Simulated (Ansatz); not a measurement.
# GaH10NOSi2Sn: a ladder of functionals and wavefunction methods

An exercise on one series of results from a longer session: the logs are not shown, and one member is left open.

Computed with Ansatz 0.2.0, Gaussian basis. Level: functionals in def2-TZVPP, the program's frozen cores in correlated methods.

The runs, in order: LDA (SPW92), PBE-D4, revPBE-D4, BLYP-D4, r2SCAN-D4, B97M-V, PBE0-D4, B3LYP-D4, r2SCANh-D4, r2SCAN0-D4, HSE06-D4, BHLYP-D4, CAM-B3LYP-D4, LC-ωPBE, ωB97X-V, ωB97M-V, B2PLYP, PBE-QIDH; CCSD(T)/def2-SVP; CCSD(T)/def2-TZVPP; MP2/def2-QZVPP; extrapolation to the limit; RPA on PBE.

### The geometry

An earlier PBE0-D4 in a triple-zeta def2 set relaxation fixed the geometry. Sn takes the def2 core potential; no spin-orbit term is included.

SMILES `[NH2][Sn@@H]([GaH2])[Si@H](O)[SiH3]`, 16 atoms, charge 0, spin multiplicity 1.

Atoms are counted from 1 here; the program's logs count them from 0.

Bond lengths: N1–Sn2 2.052 Å, N1–H7 1.013 Å, N1–H8 1.012 Å, Sn2–Ga3 2.618 Å, Sn2–Si4 2.581 Å, Sn2–H9 1.733 Å, Ga3–H10 1.573 Å, Ga3–H11 1.573 Å, Si4–O5 1.661 Å, Si4–Si6 2.337 Å, Si4–H12 1.496 Å, O5–H13 0.959 Å, Si6–H14 1.489 Å, Si6–H15 1.490 Å, Si6–H16 1.485 Å. Angles: Sn2–N1–H7 112.8°, Sn2–N1–H8 113.0°, H7–N1–H8 107.1°, N1–Sn2–Ga3 107.0°, N1–Sn2–Si4 102.6°, N1–Sn2–H9 111.1°, Ga3–Sn2–Si4 115.8°, Ga3–Sn2–H9 110.9°, Si4–Sn2–H9 109.1°, Sn2–Ga3–H10 120.4°, Sn2–Ga3–H11 120.6°, H10–Ga3–H11 119.0°, Sn2–Si4–O5 113.0°, Sn2–Si4–Si6 107.2°, Sn2–Si4–H12 108.1°, O5–Si4–Si6 107.7°, O5–Si4–H12 110.7°, Si6–Si4–H12 110.0° and more.

Set-up of the first run:

Input file in.yaml:

```yaml
crystal:
  periodic: [false, false, false]
  atoms:
    - {symbol: N, position_ang: [0.403719, -1.845411, 1.202015]}
    - {symbol: Sn, position_ang: [1.347726, -0.271642, 0.284443]}
    - {symbol: Ga, position_ang: [2.213993, -1.141257, -2.027589]}
    - {symbol: Si, position_ang: [-0.507598, 1.520623, 0.189148]}
    - {symbol: O, position_ang: [-0.702587, 2.331643, 1.625607]}
    - {symbol: Si, position_ang: [-2.512911, 0.417569, -0.282005]}
    - {symbol: H, position_ang: [0.111341, -1.630643, 2.147752]}
    - {symbol: H, position_ang: [0.978129, -2.677781, 1.250520]}
    - {symbol: H, position_ang: [2.658127, 0.320136, 1.252552]}
    - {symbol: H, position_ang: [2.844266, -0.143479, -3.067750]}
    - {symbol: H, position_ang: [2.097059, -2.663754, -2.405981]}
    - {symbol: H, position_ang: [-0.177295, 2.474294, -0.915050]}
    - {symbol: H, position_ang: [0.054005, 2.815552, 1.960809]}
    - {symbol: H, position_ang: [-3.631654, 1.371366, -0.516482]}
    - {symbol: H, position_ang: [-2.297166, -0.376447, -1.523696]}
    - {symbol: H, position_ang: [-2.879153, -0.500769, 0.825699]}
basis:
  gaussian: {orbitals: def2-TZVPP}
hamiltonian: {xc: lda}
output: {orbitals: {seedname: orbitals}}
```

Run with:

```bash
$ ansatz run in.yaml --threads 2 --pin off --events-out ev --progress --plain --max-ram 20480MiB --backend cuda --devices 0, --max-vram 18GiB
```

Among the steps run: LDA; PBE-D4 (GGA); revPBE-D4 (GGA); BLYP-D4 (GGA); r2SCAN-D4 (meta-GGA); B97M-V (meta-GGA); B3LYP-D4 (hybrid); r2SCANh-D4 (hybrid); r2SCAN0-D4 (hybrid); HSE06-D4 (hybrid); BHLYP-D4 (hybrid); CAM-B3LYP-D4 (range-separated); LC-ωPBE (range-separated); ωB97X-V (range-separated); ωB97M-V (range-separated); B2PLYP (double hybrid); PBE-QIDH (double hybrid).

One of the session's tables, all rows but one given; the rest of the session is left out.

It belongs to the step «Frontier levels by functional». 

| functional | HOMO (eV) | LUMO (eV) | gap (eV) |
| --- | --- | --- | --- |
| LDA (SPW92) | -5.74 | -3.22 | 2.52 |
| PBE-D4 | -5.61 | -2.98 | 2.64 |
| revPBE-D4 | -5.56 | -2.85 | 2.70 |
| BLYP-D4 | -5.49 | -2.89 | 2.60 |
| r2SCAN-D4 | -5.90 | -2.78 | 3.11 |
| B97M-V | -6.05 | -3.00 | 3.05 |
| PBE0-D4 | -6.82 | -2.23 | 4.58 |
| B3LYP-D4 | -6.63 | -2.47 | 4.16 |
| r2SCANh-D4 | -6.37 | -2.52 | 3.85 |
| r2SCAN0-D4 | -6.97 | -2.13 | 4.84 |
| HSE06-D4 | ? | ? | ? |
| BHLYP-D4 | -7.70 | -1.50 | 6.20 |
| CAM-B3LYP-D4 | -7.99 | -1.34 | 6.65 |
| LC-ωPBE | -9.21 | -0.21 | 9.00 |
| ωB97X-V | -8.91 | -0.37 | 8.55 |
| ωB97M-V | -8.73 | -0.57 | 8.16 |

Estimate the missing values for HSE06-D4.

As computed: HOMO (eV): -6.44; LUMO (eV): -2.60; gap (eV): 3.84. In the column «HOMO (eV)» it lies between B3LYP-D4 (-6.63) and r2SCANh-D4 (-6.37).
